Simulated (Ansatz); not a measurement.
# C₅H₁₁NO: a ladder of functionals and wavefunction methods

Aim: compute C₅H₁₁NO with functionals from several rungs and with coupled cluster. The yardstick is the atomisation energy at the CCSD(T) limit.

The runs use Ansatz 0.2.0, Gaussian basis; functionals in def2-TZVPP, the program's frozen cores in correlated methods.

Plan: LDA (SPW92), PBE-D4, revPBE-D4, BLYP-D4, r2SCAN-D4, B97M-V, PBE0-D4, B3LYP-D4, r2SCANh-D4, r2SCAN0-D4, HSE06-D4, BHLYP-D4, CAM-B3LYP-D4, LC-ωPBE, ωB97X-V, ωB97M-V, B2PLYP, PBE-QIDH; CCSD(T)/def2-SVP; CCSD(T)/def2-TZVPP; MP2/def2-QZVPP; extrapolation to the limit; RPA on PBE.

### Step 1. The geometry

An earlier PBE0-D4 in a triple-zeta def2 set relaxation fixed the geometry.

SMILES `CC(C)(C)C(N)=O`, 18 atoms, charge 0, spin multiplicity 1.

Atoms are counted from 1 here; the program's logs count them from 0.

Bond lengths: C1–C2 1.530 Å, C1–H8 1.093 Å, C1–H9 1.092 Å, C1–H10 1.093 Å, C2–C3 1.522 Å, C2–C4 1.530 Å, C2–C5 1.534 Å, C3–H11 1.090 Å, C3–H12 1.093 Å, C3–H13 1.091 Å, C4–H14 1.092 Å, C4–H15 1.093 Å, C4–H16 1.093 Å, C5–N6 1.357 Å, C5–O7 1.213 Å, N6–H17 1.002 Å, N6–H18 1.005 Å. Angles: C2–C1–H8 109.7°, C2–C1–H9 111.1°, C2–C1–H10 112.5°, H8–C1–H9 108.0°, H8–C1–H10 107.4°, H9–C1–H10 107.9°, C1–C2–C3 109.5°, C1–C2–C4 110.0°, C1–C2–C5 109.8°, C3–C2–C4 109.5°, C3–C2–C5 108.5°, C4–C2–C5 109.5°, C2–C3–H11 111.1°, C2–C3–H12 109.7°, C2–C3–H13 111.1°, H11–C3–H12 108.8°, H11–C3–H13 107.4°, H12–C3–H13 108.7° and more.

### Step 2. LDA

This LDA is Slater exchange with PW92 correlation.

in.yaml reads:

```yaml
crystal:
  periodic: [false, false, false]
  atoms:
    - {symbol: C, position_ang: [0.917964, 0.700118, 0.996812]}
    - {symbol: C, position_ang: [0.192145, -0.181199, -0.022098]}
    - {symbol: C, position_ang: [1.208177, -1.019886, -0.784250]}
    - {symbol: C, position_ang: [-0.797412, -1.102965, 0.694443]}
    - {symbol: C, position_ang: [-0.562380, 0.700114, -1.026397]}
    - {symbol: N, position_ang: [-1.501028, 1.525791, -0.497778]}
    - {symbol: O, position_ang: [-0.348348, 0.671711, -2.220112]}
    - {symbol: H, position_ang: [1.508534, 0.074259, 1.670898]}
    - {symbol: H, position_ang: [1.597604, 1.396895, 0.500850]}
    - {symbol: H, position_ang: [0.228195, 1.283253, 1.612150]}
    - {symbol: H, position_ang: [0.718505, -1.650716, -1.526824]}
    - {symbol: H, position_ang: [1.755893, -1.658644, -0.086628]}
    - {symbol: H, position_ang: [1.921591, -0.387487, -1.313919]}
    - {symbol: H, position_ang: [-1.353669, -1.713681, -0.020386]}
    - {symbol: H, position_ang: [-0.255949, -1.775964, 1.364383]}
    - {symbol: H, position_ang: [-1.520502, -0.549401, 1.298594]}
    - {symbol: H, position_ang: [-1.692682, 1.569699, 0.484584]}
    - {symbol: H, position_ang: [-2.016639, 2.118093, -1.124302]}
basis:
  gaussian: {orbitals: def2-TZVPP}
hamiltonian: {xc: lda}
output: {orbitals: {seedname: orbitals}}
```

Launch:

```sh
ansatz run in.yaml --threads 2 --pin off --events-out ev --progress --plain --max-ram 32768MiB --backend cuda --devices 0, --max-vram 18GiB
```

After this run come: PBE-D4 (GGA); revPBE-D4 (GGA); BLYP-D4 (GGA); r2SCAN-D4 (meta-GGA); B97M-V (meta-GGA); PBE0-D4 (hybrid); B3LYP-D4 (hybrid); r2SCANh-D4 (hybrid); r2SCAN0-D4 (hybrid); HSE06-D4 (hybrid); BHLYP-D4 (hybrid); CAM-B3LYP-D4 (range-separated); LC-ωPBE (range-separated); ωB97X-V (range-separated); ωB97M-V (range-separated); B2PLYP (double hybrid); PBE-QIDH (double hybrid); CCSD(T) in def2-SVP; CCSD(T) in def2-TZVPP; MP2 in def2-QZVPP; RPA on PBE orbitals.

Before running them: what should the planned runs give, taken together? Wanted: atomisation energy, CCSD(T)/CBS; farthest beyond LDA; mean size of error, GGA; mean size of error, meta-GGA; mean size of error, hybrid; mean size of error, range-separated; mean size of error, double hybrid; gap, smallest and largest; T1 diagnostic.

As calculated:

```
                               quantity                                                                                             value
        atomisation energy, CCSD(T)/CBS                                                                                     7330.2 kJ/mol
 functionals within 36.7 kJ/mol (0.5 %)  revPBE-D4, BLYP-D4, r2SCAN-D4, B97M-V, B3LYP-D4, r2SCANh-D4, LC-ωPBE, ωB97X-V, ωB97M-V, PBE-QIDH
                    farthest beyond LDA                                                                          BHLYP-D4 (-202.0 kJ/mol)
                mean size of error, GGA                                                                                       76.4 kJ/mol
           mean size of error, meta-GGA                                                                                       20.5 kJ/mol
             mean size of error, hybrid                                                                                       73.7 kJ/mol
    mean size of error, range-separated                                                                                       29.9 kJ/mol
      mean size of error, double hybrid                                                                                       38.8 kJ/mol
              gap, smallest and largest                                                         5.18 eV (LDA (SPW92)), 12.68 eV (LC-ωPBE)
                          T1 diagnostic                                                                                            0.0124
triples share of the correlation energy                                                                                             4.0 %
```

What this shows: LDA overbinds by 1101.7 kJ/mol (15 %). PBE-D4 is off by +196.0 kJ/mol. Double hybrids carry the basis error of their MP2 part in triple zeta, and no dispersion term here, so their miss is partly the set-up's. The rungs meta-GGA, range-separated miss on average by less than the doubt on the reference (36.7 kJ/mol), so they tie. Misses under about 36.7 kJ/mol are within the doubt on the reference itself, which lacks core-valence correlation, relativity and higher excitations. Hartree-Fock recovers 73 % of the binding; the rest is correlation. CCSD(T) in def2-SVP is off by -301.7 kJ/mol, so the small basis spoils what the method gains. The gap grows from 5.2 to 12.7 eV across the functionals, mostly with the share of exact exchange.
